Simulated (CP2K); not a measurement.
Runs of CP2K 2026.2 on SiO. It takes space group Pm-3m (No. 221, cubic). Conventional cell: a = 2.807 Å, b = 2.807 Å, c = 2.807 Å, α = 90.00°, β = 90.00°, γ = 90.00°. Si (site symmetry m-3m) has 8 O at 2.43 Å as nearest neighbours. Around O (site symmetry m-3m) lie 8 Si at 2.43 Å. The cell was built by a generator and needn't be a form met in nature.

```csv
level,gap on the mesh (eV),pressure (GPa),relaxed volume (Å³/atom)
PBE,none,0.0,(a)
RPBE,none,0.0,11.16
LDA,none,0.0,10.61
PBEsol,none,0.0,10.69
```

Alike in all rows: task relaxation of cell and atoms; potentials or basis POTENTIAL_UZH Si GTH-PBE-q4, O GTH-PBE-q6; TZVP-MOLOPT-PBE-GTH basis; no spin polarisation; cell relaxed; k mesh 7 × 7 × 7; smearing fermi-dirac 0.05 eV.

Fill in the values left out.

(a) 11.00.

Caveats: the basis of atomic orbitals isn't converged, which shifts pressures, moduli and gaps; the potentials were made for another functional, which shifts forces and pressure (some runs).

A gap of «none» marks a metal or a gap under the smearing width.
